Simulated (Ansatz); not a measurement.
**BW: how well frozen cores do**

Aim: solve BW at one geometry with all-electron LAPW, PAW on the default files and datasets made for this crystal, and see where they agree.

Computed with Ansatz 0.2.0 (DFT PBEsol, scalar-relativistic, unless a step's input says otherwise).

## Step 1: The structure to begin with

The structure is orthorhombic, space group Cmcm (No. 63). The conventional cell has a = 3.162 Å, b = 8.482 Å, c = 3.095 Å, α = 90.00°, β = 90.00°, γ = 90.00°. B (site symmetry m2m) is surrounded by 2 B at 1.86 Å and 7 W at 2.32 to 2.50 Å. W (site symmetry m2m) is surrounded by 7 B at 2.32 to 2.50 Å.

As a file:

```xyz
4
Lattice="1.5809 -4.2411 0.0000 1.5809 4.2411 0.0000 0.0000 0.0000 3.0951" Properties=species:S:1:pos:R:3 pbc="T T T"
B     1.5809   -0.5176    2.3213
B     1.5809    0.5176    0.7738
W     1.5809   -3.0145    2.3213
W     1.5809    3.0145    0.7738
```

Structure from a Materials Project entry, not relaxed further.

Atoms are numbered in the order of the input: B1, B2, W3, W4.

## Step 2: All-electron LAPW

input.yaml

```yaml
crystal:
  lattice:
    - [1.58090606, -4.24111568, 0.0]
    - [1.58090606, 4.24111568, 0.0]
    - [0.0, 0.0, 3.0951265]
  atoms:
    - { symbol: B, position: [0.56102184, 0.43897816, 0.75] }
    - { symbol: B, position: [0.43897816, 0.56102184, 0.25] }
    - { symbol: W, position: [0.85538523, 0.14461477, 0.75] }
    - { symbol: W, position: [0.14461477, 0.85538523, 0.25] }
kpoints:
  mp_grid: { grid: [11, 11, 11] }
  band_path:
    path:
      - [0.0, 0.0, 0.0]
      - [-0.5, 0.5, 0.0]
      - [-0.2847369673, 0.7152630327, 0.0]
      - [0.2847369673, 0.2847369673, 0.0]
      - [0.0, 0.0, 0.0]
      - [0.0, 0.0, 0.5]
      - [0.2847369673, 0.2847369673, 0.5]
      - [-0.2847369673, 0.7152630327, 0.5]
      - [-0.5, 0.5, 0.5]
    npoints: 8
scf:
  occupations: { method: fermi_dirac, width: 0.03 }
hamiltonian:
  xc: pbesol
  pseudopotentials: { kind: all_electron, lapw: { basis_error: 0.0005 } }
output:
  forces: true
  stress: true
  eigenvalues: true
  populations: true
  dos: { projected: true, de: 0.2, e_range: [-14, 8] }
```

Command:

```console
ansatz run input.yaml --threads 1 --pin off --max-ram 3072MiB --backend cpu --events-out ev --progress --plain --runs-dir out
```

Log:

```text
B: projections on atomic orbitals take those of the free atom 1s2 2s2 2p1, of charge +0.00 (hamiltonian.pseudopotentials.projection_atoms)
W: projections on atomic orbitals take those of the free atom 1s2 2s2 2p6 3s2 3p6 3d10 4s2 4p6 4d10 4f14 5s2 5p6 5d4 6s2, of charge +0.00 (hamiltonian.pseudopotentials.projection_atoms)
LAPW: plane waves up to 8.866 Å⁻¹, error target 5.0e-4 eV per atom; small_component_spin mean_spin; B in spheres of 0.931 Å, 5 of its electrons in bands, Dirac shells []; W in spheres of 1.389 Å, 44 of its electrons in bands, Dirac shells []
Engine: ansatz 0.2.0
Pseudopotentials: kind: all_electron
Pseudopotential: B, LAPW, valence charge 5, Koelling and Harmon's equation, gaussian nucleus
Pseudopotential: W, LAPW, valence charge 44, Koelling and Harmon's equation, gaussian nucleus
Functional definition: PBEsol
  exchange = pbesol_x
  correlation = pbesol_c
Crystal: 4 atoms, lattice volume = 41.504 Å³
Basis set: ecut = 299.48115286676966 eV, 491 PW (Γ), FFT grids on a1+a2, a2, a3, exchange–correlation at level 2
Bands: 59, of which v1, the nominal top of the filled ones, is band 49 counted from 1 (48 counted from 0)
Symmetry: 8 space group operations
Space group: Cmcm (ITA 63), of the structure as read, at distance tolerance 3.5e-5 Å
k-points: 216 of 1331
Non-local potential: B, projectors of the file, none
Non-local potential: W, projectors of the file, none
Initial density: superposition of atomic densities (chi_scale 0.1, normalization cell, long waves kept (reshape's long-wave potential 0.00 eV rms))
Initial wavefunctions: plane waves of lowest kinetic energy (no species holds an atomic orbital)
Functional: x = pbesol(κ = 0.804, μ = 0.12345679012345678), c = pbesol(β = 0.046)
iter 1 solved again at ethr=3.96e-3 eV; its pass at ethr=1.00e-1 eV (dr2=3.88e0 eV) is discarded
SCF iter   1: F=—  HF=-879497.197504 eV  |F-HF|=—  |Δ(HF+E_count)|=         —  Δρ=7.07e-2  dr2=3.88e0  ethr=3.96e-3  ⟨swp⟩=2.0  Hψ=78857  notcnv=0
preconditioner: auto → Kerker (q_TF=auto, 3.148 Å⁻¹)  [metal: Δε(μ)=0.004 eV  Ē_g=27.525 eV  σ=0.030 eV  W_gap=0.03  n_scr=26 (ndim 8)  ℏωp=43.9 eV  f_vac=0.000  D(μ)=1.88/eV (n_scr^D=12)]
SCF iter   2: F=—  HF=-879495.670312 eV  |F-HF|=—  |Δ(HF+E_count)|=    1.53e0  Δρ=2.28e-2  dr2=4.46e-1  ethr=3.96e-3  ⟨swp⟩=3.0  Hψ=36558  notcnv=0
SCF iter   3: F=—  HF=-879495.576834 eV  |F-HF|=—  |Δ(HF+E_count)|=         —  Δρ=1.69e-2  dr2=2.52e-1  ethr=4.55e-4  ⟨swp⟩=2.0  Hψ=38867  notcnv=0
the basis was enlarged: its passes take 1.1 MiB over the memory plan, 1 of 1 planned eigensolver slots
SCF iter   4: F=—  HF=-879495.530312 eV  |F-HF|=—  |Δ(HF+E_count)|=   4.65e-2  Δρ=8.29e-3  dr2=6.27e-2  ethr=2.58e-4  ⟨swp⟩=2.0  Hψ=37534  notcnv=0
iter 5 solved again at ethr=1.39e-6 eV; its pass at ethr=6.40e-5 eV (dr2=1.36e-3 eV) is discarded
SCF iter   5: F=—  HF=-879495.517025 eV  |F-HF|=—  |Δ(HF+E_count)|=   1.33e-2  Δρ=1.82e-3  dr2=1.36e-3  ethr=1.39e-6  ⟨swp⟩=2.0  Hψ=65434  notcnv=0
SCF iter   6: F=—  HF=-879495.516931 eV  |F-HF|=—  |Δ(HF+E_count)|=   9.38e-5  Δρ=6.07e-4  dr2=1.89e-4  ethr=1.39e-6  ⟨swp⟩=2.0  Hψ=36796  notcnv=0
SCF iter   7: F=—  HF=-879495.516907 eV  |F-HF|=—  |Δ(HF+E_count)|=   2.47e-5  Δρ=1.20e-4  dr2=6.30e-6  ethr=1.93e-7  ⟨swp⟩=2.0  Hψ=36796  notcnv=0
SCF iter   8: F=—  HF=-879495.516906 eV  |F-HF|=—  |Δ(HF+E_count)|=   7.24e-7  Δρ=3.75e-5  dr2=1.06e-6  ethr=6.43e-9  ⟨swp⟩=2.0  Hψ=36796  notcnv=0
SCF iter   9: F=—  HF=-879495.516905 eV  |F-HF|=—  |Δ(HF+E_count)|=   5.53e-7  Δρ=1.80e-5  dr2=1.73e-7  ethr=1.08e-9  ⟨swp⟩=2.0  Hψ=36796  notcnv=0
SCF iter  10: F=-879495.516905 eV  HF=-879495.516905 eV  |F-HF|=8.96e-9  |Δ(HF+E_count)|=   3.74e-8  Δρ=4.28e-6  dr2=1.16e-8  ethr=1.76e-10  ⟨swp⟩=3.0  Hψ=37577  notcnv=0
SCF 1 converged in 10 iterations: F = -879495.516905 eV  dr2 = 1.16e-8
NSCF: frozen V_eff on 65 k-points
SCF converged after 10 iterations
Free energy (F): -879495.516905 eV
Harris-Foulkes:  -879495.516905 eV  (|F-HF|=8.96e-9)
Internal energy: -879495.510564 eV  (E = F + TS)
E sigma→0 (E₀):  -879495.513735 eV
Entropy (-TS):   -0.006341 eV (-1.585 meV/atom)
Fermi energy:    26.712687 eV
--- Per-component energies (eV) ---
  E_band       = -9427.097827
  E_kinetic    = 984729.044596
  E_xc         = -17626.169025
  E_electrostatic = -1846598.386135  (all electrons and nuclei)
  E_smearing   = -0.006341  (= −TS)
  E_closure    = 0.000000  (closes the sum)
  E_atoms      = -879455.134745  (free atoms, spherical and without spin; not in F)
  Σ components = -879495.516905   (vs F -879495.516905, Δ=0.00e0)
  Basis errors (estimates in eV, not in F): energy 1.5e-4 per atom: plane waves 1.4e-4 (7.1e-5 summed), levels above the bands 5.3e-133, relativity 1.1e-8, radial functions 1.7e-5, core shells 1.6e-8; eigenvalues (radial functions only) 1.2e-6; not estimated: angular momenta, meshes, grids; target (lapw.basis_error) 5.0e-4; muffin-tin radii B 0.931 Å, W 1.389 Å
--- Forces (eV/Å), atoms counted from 1 ---
  atom   1  B      0.00000000    -0.02201911     0.00000000
  atom   2  B      0.00000000     0.02201911     0.00000000
  atom   3  W      0.00000000     0.03884054     0.00000000
  atom   4  W      0.00000000    -0.03884054     0.00000000
  max |Σ_I F_I| component: 0.00e0 eV/Å
--- Stress (GPa, compression-positive) ---
       -3.823615       0.000000       0.000000
        0.000000      -4.010820       0.000000
        0.000000       0.000000      -3.762342
  P = ⅓ Tr σ = -3.8656 GPa (-38.656 kbar)
--- Band table (eV; the first three rows and the last of 216) ---
  k-point 0: bands = ["-391.3636", "-391.3636", "-391.3577", "-391.3577", "-391.3553", "-391.3553", "-206.6643", "-206.6643", "-206.6533", "-206.6533", "-206.6376", "-206.6375", "-206.6351", "-206.6351", "-206.6339", "-206.6339", "-146.5513", "-146.5461", "-47.8283", "-47.7227", "-12.5274", "-12.1441", "-12.1418", "-11.9143", "-11.7416", "-11.7197", "-2.0271", "-2.0241", "-2.0235", "-2.0230", "-2.0228", "-2.0216", "-2.0211", "-2.0144", "-2.0098", "-2.0022", "-2.0010", "-2.0004", "-1.9966", "-1.9804", "12.5368", "17.7246", "21.1869", "21.6693", "22.0274", "22.1769", "23.8892", "25.4182", "25.9981", "26.7077", "27.8797", "27.8821", "28.9579", "30.7579", "30.8208", "34.0066", "34.1484", "34.2006", "34.8679"]
  k-point 1: bands = ["-391.3636", "-391.3636", "-391.3577", "-391.3577", "-391.3553", "-391.3553", "-206.6643", "-206.6643", "-206.6533", "-206.6533", "-206.6376", "-206.6375", "-206.6351", "-206.6351", "-206.6339", "-206.6339", "-146.5512", "-146.5462", "-47.8252", "-47.7238", "-12.5103", "-12.1626", "-12.1346", "-11.9162", "-11.7747", "-11.7321", "-2.0269", "-2.0258", "-2.0238", "-2.0236", "-2.0230", "-2.0206", "-2.0204", "-2.0144", "-2.0090", "-2.0012", "-2.0010", "-2.0002", "-1.9975", "-1.9805", "12.6791", "17.8598", "20.8508", "21.7829", "21.9266", "22.3065", "23.7320", "25.0126", "25.9787", "26.8722", "27.7954", "27.9350", "28.8946", "31.0246", "31.5112", "33.7155", "33.9121", "34.3635", "35.4016"]
  k-point 2: bands = ["-391.3636", "-391.3636", "-391.3577", "-391.3577", "-391.3553", "-391.3553", "-206.6643", "-206.6643", "-206.6533", "-206.6533", "-206.6376", "-206.6376", "-206.6351", "-206.6351", "-206.6339", "-206.6339", "-146.5509", "-146.5465", "-47.8163", "-47.7274", "-12.4615", "-12.2099", "-12.1143", "-11.9226", "-11.8637", "-11.7696", "-2.0284", "-2.0264", "-2.0261", "-2.0249", "-2.0236", "-2.0196", "-2.0183", "-2.0134", "-2.0074", "-2.0016", "-2.0000", "-1.9994", "-1.9982", "-1.9811", "13.0913", "18.2244", "20.0526", "21.6912", "22.0828", "22.5651", "23.2871", "24.0954", "26.0594", "27.3101", "27.8571", "28.0995", "28.8718", "31.3182", "32.9751", "33.0533", "33.6322", "34.8885", "36.5767"]
  k-point 215: bands = ["-391.3636", "-391.3636", "-391.3577", "-391.3577", "-391.3553", "-391.3553", "-206.6643", "-206.6643", "-206.6533", "-206.6533", "-206.6376", "-206.6376", "-206.6351", "-206.6351", "-206.6339", "-206.6339", "-146.5491", "-146.5484", "-47.7665", "-47.7599", "-12.5658", "-12.5487", "-12.0227", "-11.9707", "-11.7863", "-11.7714", "-2.0301", "-2.0294", "-2.0249", "-2.0245", "-2.0237", "-2.0214", "-2.0121", "-2.0100", "-2.0050", "-2.0024", "-2.0018", "-2.0012", "-1.9946", "-1.9899", "15.7615", "16.5088", "20.3436", "21.1593", "22.6779", "22.8235", "23.0779", "23.6646", "25.2638", "26.0643", "26.5407", "27.1425", "28.9707", "29.3156", "35.4937", "35.5210", "35.7385", "36.4055", "37.0628"]
--- Löwdin populations: 4 sites ---
  site symbol       q [e]
     0      B      5.5224
     1      B      5.5224
     2      W     73.4126
     3      W     73.4126
  spilling = 0.000822 (of n_electrons = 158.000000)
```

Wall time 4.8 min (1 thread, shared host).

Read from it: pressure -3.87 GPa; no gap; largest force 0.039 eV/Å.

At the corners of the path (eV, zero at the Fermi level):

```csv
point,band 46,band 47,band 48,band 49,band 50,band 51,band 52
Γ,-4.54,-2.82,-1.29,-0.71,0.00,1.17,1.17
Y,-4.71,-3.63,-0.66,-0.21,0.83,0.92,2.06
C0,-4.01,-2.51,-2.47,-1.53,-0.68,1.39,2.34
Σ0,-4.01,-2.51,-2.47,-1.53,-0.68,1.39,2.34
Γ,-4.54,-2.82,-1.29,-0.71,0.00,1.17,1.17
Z,-5.17,-3.78,-3.78,2.17,2.17,2.42,2.42
A0,-5.06,-2.98,-2.98,1.57,1.57,2.67,2.67
E0,-5.06,-2.98,-2.98,1.57,1.57,2.67,2.67
T,-3.94,-3.32,-3.32,-1.15,-1.15,0.03,0.03
```

States per cell, counted by energy window (eV from the Fermi level, on a grid of 0.20 eV):

```csv
from,to,total,W 5d,B 2p
-10,-9,0.68,0.21,0.22
-9,-8,1.25,0.44,0.43
-8,-7,0.70,0.25,0.28
-7,-6,1.66,0.70,0.69
-6,-5,2.14,1.06,0.90
-5,-4,3.30,1.91,1.17
-4,-3,2.69,1.94,0.55
-3,-2,1.22,1.03,0.14
-2,-1,0.78,0.67,0.08
-1,0,1.35,1.14,0.16
0,1,1.66,1.38,0.20
1,2,2.24,1.88,0.25
2,3,3.22,2.62,0.42
3,4,1.04,0.68,0.27
4,5,1.73,0.75,0.49
```

## Step 3: PAW on the default files

input.yaml, as its differences from that of step 2:

```diff
@@ -28,3 +28,3 @@
   xc: pbesol
-  pseudopotentials: { kind: all_electron, lapw: { basis_error: 0.0005 } }
+  pseudopotentials: { kind: paw }
 output:
@@ -33,3 +33,5 @@
   eigenvalues: true
+  efg: { contact_densities: true }
   populations: true
+  bader: true
   dos: { projected: true, de: 0.2, e_range: [-14, 8] }
```

Command:

```console
ansatz run input.yaml --threads 1 --pin off --max-ram 3072MiB --backend cpu --events-out ev --progress --plain --runs-dir out
```

Log:

```text
W: output.efg is read without spin–orbit coupling, which moves field gradients at and beside such atoms by some per cent and up to a factor of two; PAW files take it under magnetization.noncollinear and magnetization.spin_orbit
[... 1 set-up line as earlier in the session ...]
Pseudopotentials: kind: paw
Pseudopotential: B, paw, valence charge 3, recommended cutoff 420 eV (normal)
Pseudopotential: W, paw, valence charge 14, recommended cutoff 420 eV (normal)
[... 3 set-up lines as earlier in the session ...]
Crystal: 4 atoms, lattice volume = 41.504 Å³
Basis set: ecut = 420 eV, 813 PW (Γ), exchange–correlation on 64×64×48 points (8 copies of the dense FFT grid, shifted against one another)
Bands: 21, of which v1, the nominal top of the filled ones, is band 17 counted from 1 (16 counted from 0)
[... 2 set-up lines as earlier in the session ...]
k-points: 216 of 1331
Non-local potential: B, projectors of the file, l = 0: 2, l = 1: 2, l = 2: 1
Non-local potential: W, projectors of the file, l = 0: 3, l = 1: 2, l = 2: 2, l = 3: 1
PAW form: soft (Blöchl's): semilocal exchange-correlation on the pseudo side does not see the compensation charge
PAW frozen core: B, regenerated for the run's functional, and the local potential with it (the file was generated under x = pbe(κ = 0.804, μ = 0.2195149727645171), c = pbe(β = 0.06672455060314922))
PAW frozen core: W, regenerated for the run's functional, and the local potential with it (the file was generated under x = pbe(κ = 0.804, μ = 0.2195149727645171), c = pbe(β = 0.06672455060314922))
PAW one-centre angular grid: B, 110 points (default); XC on 64 Gauss nodes
PAW one-centre angular grid: W, 590 points (default); XC on 64 Gauss nodes
Initial density: superposition of atomic densities (neutral atoms: chi_scale 0, normalization atom), corrected by the library's trained network
Initial wavefunctions: pseudopotential atomic-orbital guess
[... 1 set-up line as earlier in the session ...]
SCF iter   1: F=—  HF=-20820.125982 eV  |F-HF|=—  |Δ(HF+E_count)|=         —  Δρ=6.96e-3  dr2=3.15e-2  ethr=1.77e-3  ⟨swp⟩=5.9  Hψ=21691  notcnv=0
preconditioner: auto → Kerker (q_TF=auto, 2.639 Å⁻¹)  [metal: Δε(μ)=0.010 eV  Ē_g=7.481 eV  σ=0.030 eV  W_gap=0.08  n_scr=12 (ndim 8)  ℏωp=24.5 eV  f_vac=0.000  D(μ)=2.25/eV (n_scr^D=26)]
SCF iter   2: F=—  HF=-20820.119427 eV  |F-HF|=—  |Δ(HF+E_count)|=   6.55e-3  Δρ=3.24e-3  dr2=6.08e-3  ethr=9.26e-5  ⟨swp⟩=2.0  Hψ=6876  notcnv=0  defer=30
SCF iter   3: F=—  HF=-20820.117895 eV  |F-HF|=—  |Δ(HF+E_count)|=   1.53e-3  Δρ=5.21e-4  dr2=9.48e-5  ethr=1.79e-5  ⟨swp⟩=2.0  Hψ=6706  notcnv=0  defer=30
SCF iter   4: F=—  HF=-20820.117877 eV  |F-HF|=—  |Δ(HF+E_count)|=   1.82e-5  Δρ=6.30e-5  dr2=1.26e-6  ethr=2.79e-7  ⟨swp⟩=2.1  Hψ=6709  notcnv=0  defer=30
iter 5 did not close the SCF: its close was put off for the readings that it lacked (scf_convergence_deferred on its scf_iter line)
SCF iter   5: F=-20820.117877 eV  HF=-20820.117877 eV  |F-HF|=6.50e-8  |Δ(HF+E_count)|=   1.13e-7  Δρ=1.12e-5  dr2=8.39e-8  ethr=3.71e-9  ⟨swp⟩=2.1  Hψ=6949  notcnv=0  defer=30
SCF iter   6: F=-20820.117877 eV  HF=-20820.117877 eV  |F-HF|=3.13e-10  |Δ(HF+E_count)|=   1.70e-8  Δρ=1.38e-6  dr2=6.84e-10  ethr=2.47e-10  ⟨swp⟩=3.5  Hψ=16768  notcnv=0
SCF 1 converged in 6 iterations: F = -20820.117877 eV  dr2 = 6.84e-10
NSCF: frozen V_eff on 65 k-points
SCF converged after 6 iterations
Free energy (F): -20820.117877 eV
Harris-Foulkes:  -20820.117877 eV  (|F-HF|=3.13e-10)
Internal energy: -20820.111537 eV  (E = F + TS)
E sigma→0 (E₀):  -20820.114707 eV
Entropy (-TS):   -0.006340 eV (-1.585 meV/atom)
Fermi energy:    21.608938 eV
--- Per-component energies (eV) ---
  E_band       = -128.726696
  E_kinetic    = 1006.380728
  E_local      = -1293.050482  (includes V_loc(G=0)·N_el)
  E_nonlocal   = 27.399374
  E_hartree    = 474.714280
  E_xc         = -598.096800
  E_vxc        = -558.257051  (∫ρ·V_xc dr)
  E_paw        = -17023.550030  (= ΣΔE_a)
  E_vpaw       = -260.627894  (= ΣTr[D̂ρ^β])
  E_aug_tail   = -0.000132  (compensation charges beyond the density's cutoff)
  E_ewald      = -3414.381481
  E_core_change = 0.473006  (= ΣΔE_core)
  E_smearing   = -0.006340  (= −TS)
  E_closure    = 0.000000  (closes the sum)
  Σ components = -20820.117877   (vs F -20820.117877, Δ=0.00e0)
--- Forces (eV/Å), atoms counted from 1 ---
  atom   1  B      0.00000000    -0.02206292     0.00000000
  atom   2  B      0.00000000     0.02206292     0.00000000
  atom   3  W      0.00000000     0.03790378     0.00000000
  atom   4  W      0.00000000    -0.03790378     0.00000000
  max |Σ_I F_I| component: 6.94e-18 eV/Å
--- Stress (GPa, compression-positive) ---
       -3.798882       0.000000       0.000000
        0.000000      -4.023971       0.000000
        0.000000       0.000000      -3.738692
  P = ⅓ Tr σ = -3.8538 GPa (-38.538 kbar)
--- PAW observables at the nuclei: V_zz in 10²¹ V/m², potentials from the cell's mean, atoms counted from 1 ---
  atom   1  B  V_zz =    -0.252011   η = 0.6475   by run symmetry: allowed
            electrostatic potential = -341.049880 V   contact ρ = 481.334400 e/Å³
  atom   2  B  V_zz =    -0.252011   η = 0.6475   by run symmetry: allowed
            electrostatic potential = -341.049880 V   contact ρ = 481.334400 e/Å³
  atom   3  W  V_zz =    +4.477465   η = 0.5181   by run symmetry: allowed
            electrostatic potential = -14818.799910 V   contact ρ = 8810854.980004 e/Å³
  atom   4  W  V_zz =    +4.477465   η = 0.5181   by run symmetry: allowed
            electrostatic potential = -14818.799910 V   contact ρ = 8810854.980004 e/Å³
--- Band table (eV; the first three rows and the last of 216) ---
  k-point 0: bands = ["-52.9231", "-52.8171", "-17.6187", "-17.2345", "-17.2341", "-17.0071", "-16.8320", "-16.8105", "7.4317", "12.6202", "16.0816", "16.5640", "16.9217", "17.0729", "18.7834", "20.3131", "20.8937", "21.6041", "22.7770", "22.7782", "23.8554"]
  k-point 1: bands = ["-52.9200", "-52.8183", "-17.6016", "-17.2528", "-17.2273", "-17.0090", "-16.8651", "-16.8229", "7.5740", "12.7552", "15.7460", "16.6777", "16.8210", "17.2019", "18.6263", "19.9077", "20.8744", "21.7687", "22.6923", "22.8312", "23.7919"]
  k-point 2: bands = ["-52.9110", "-52.8219", "-17.5527", "-17.3003", "-17.2070", "-17.0152", "-16.9542", "-16.8604", "7.9861", "13.1194", "14.9480", "16.5858", "16.9778", "17.4601", "18.1815", "18.9907", "20.9550", "22.2069", "22.7536", "22.9959", "23.7687"]
  k-point 215: bands = ["-52.8611", "-52.8545", "-17.6571", "-17.6400", "-17.1154", "-17.0633", "-16.8768", "-16.8618", "10.6565", "11.4040", "15.2380", "16.0539", "17.5725", "17.7184", "17.9724", "18.5592", "20.1598", "20.9603", "21.4362", "22.0384", "23.8674"]
--- Löwdin populations: 4 sites ---
  site symbol       q [e]
     0      B      3.5285
     1      B      3.5285
     2      W     13.4023
     3      W     13.4023
  spilling = 0.004067 (of n_electrons = 34.000000)
--- Bader charges: 4 sites ---
  site symbol  charge [e]  shift [e]
     0      B     -0.7107     0.0003
     1      B     -0.7107     0.0003
     2      W      0.7107     0.0003
     3      W      0.7107     0.0003
  estimated error of the sums over rays = 8.3e-4 e
```

Run time: 67 s. Hardware: 1 thread, shared host.

In short: pressure -3.85 GPa; no gap; largest force 0.038 eV/Å; Vzz B1 -0.25 (η = 0.65), W3 4.48 (η = 0.52) (10²¹ V/m²).

```csv
atom,Bader charge (e),basin volume (Å³)
B1,-0.71,7.68
W3,+0.71,13.07
```

[end of part 1 of 2]
